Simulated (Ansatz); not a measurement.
**CH7AlSSi2: a ladder of functionals and wavefunction methods**

The task here is to estimate one member of a computed series from the others.

Method: functionals in def2-TZVPP, the program's frozen cores in correlated methods; program: Ansatz 0.2.0, Gaussian basis.

Levels to be run: PBE-D4, r2SCAN-D4, PBE0-D4, B3LYP-D4, ωB97X-V, ωB97M-V, B2PLYP; CCSD(T)/def2-TZVPP; MP2/def2-QZVPP; extrapolation to the limit.

## The relaxed structure

An earlier PBE0-D4 in a triple-zeta def2 set relaxation fixed the geometry.

12 atoms, charge 0, spin multiplicity 1.

Atoms are counted from 1 here; the program's logs count them from 0.

Bond lengths: C1–Si2 1.879 Å, C1–H6 1.092 Å, C1–H7 1.094 Å, C1–H8 1.091 Å, Si2–Al3 2.423 Å, Si2–Si4 2.275 Å, Al3–S5 2.399 Å, Al3–H9 1.584 Å, Al3–H10 1.584 Å, Si4–S5 2.168 Å, Si4–H11 1.483 Å, Si4–H12 1.481 Å. Angles: Si2–C1–H6 110.0°, Si2–C1–H7 109.1°, Si2–C1–H8 111.8°, H6–C1–H7 108.1°, H6–C1–H8 109.2°, H7–C1–H8 108.6°, C1–Si2–Al3 137.0°, C1–Si2–Si4 115.6°, Al3–Si2–Si4 93.3°, Si2–Al3–S5 58.6°, Si2–Al3–H9 115.3°, Si2–Al3–H10 116.8°, S5–Al3–H9 112.6°, S5–Al3–H10 107.3°, H9–Al3–H10 125.4° and more.

The first run:

in.yaml

```yaml
crystal:
  periodic: [false, false, false]
  atoms:
    - {symbol: C, position_ang: [-1.413368, 1.584339, 0.255422]}
    - {symbol: Si, position_ang: [-0.216037, 0.175322, 0.592170]}
    - {symbol: Al, position_ang: [2.186468, -0.131666, 0.663558]}
    - {symbol: Si, position_ang: [-0.552747, -1.715018, -0.627097]}
    - {symbol: S, position_ang: [0.958665, -0.357938, -1.385048]}
    - {symbol: H, position_ang: [-0.869183, 2.528407, 0.187998]}
    - {symbol: H, position_ang: [-2.121753, 1.658540, 1.085413]}
    - {symbol: H, position_ang: [-1.974321, 1.426876, -0.666754]}
    - {symbol: H, position_ang: [2.674035, -1.525115, 1.239064]}
    - {symbol: H, position_ang: [3.077518, 1.172189, 0.537495]}
    - {symbol: H, position_ang: [-1.642916, -1.831047, -1.625856]}
    - {symbol: H, position_ang: [-0.029363, -3.040188, -0.222269]}
basis:
  gaussian: {orbitals: def2-TZVPP}
hamiltonian: {xc: pbe, dispersion: d4}
output: {forces: true, orbitals: {seedname: orbitals}}
```

Run with:

```sh
$ ansatz run in.yaml --threads 4 --pin off --events-out ev --progress --plain --max-ram 10444MiB
```

Steps of the session up to this table: PBE-D4 (GGA); r2SCAN-D4 (meta-GGA); PBE0-D4 (hybrid); B3LYP-D4 (hybrid); ωB97X-V (range-separated); ωB97M-V (range-separated); B2PLYP (double hybrid); CCSD(T) in def2-TZVPP; MP2 in def2-QZVPP.

One table of the session follows, with a row left open; its other results are not shown here.

It belongs to the step «Atomisation energies». 

| method | atomisation energy (kJ/mol) |
| --- | --- |
| PBE-D4 | 3841.6 |
| r2SCAN-D4 | ? |
| PBE0-D4 | 3816.7 |
| B3LYP-D4 | 3794.2 |
| ωB97X-V | 3849.8 |
| ωB97M-V | 3830.0 |
| B2PLYP | 3742.9 |
| HF/def2-TZVPP | 2821.5 |
| MP2/def2-TZVPP | 3735.5 |
| CCSD/def2-TZVPP | 3653.5 |
| CCSD(T)/def2-TZVPP | 3713.6 |
| MP2/CBS | 3845.4 |
| CCSD(T)/CBS | 3823.5 |

**Question.** Estimate the row for r2SCAN-D4.

As computed: atomisation energy (kJ/mol): 3849.7. In the column «atomisation energy (kJ/mol)» it lies between MP2/CBS (3845.4) and ωB97X-V (3849.8).

To keep in mind: Free atoms (1 C, 2 Si, 1 Al, 1 S, 7 H) were run apart at each level; the atomisation energy is their sum less the molecule, without zero-point or spin-orbit terms.
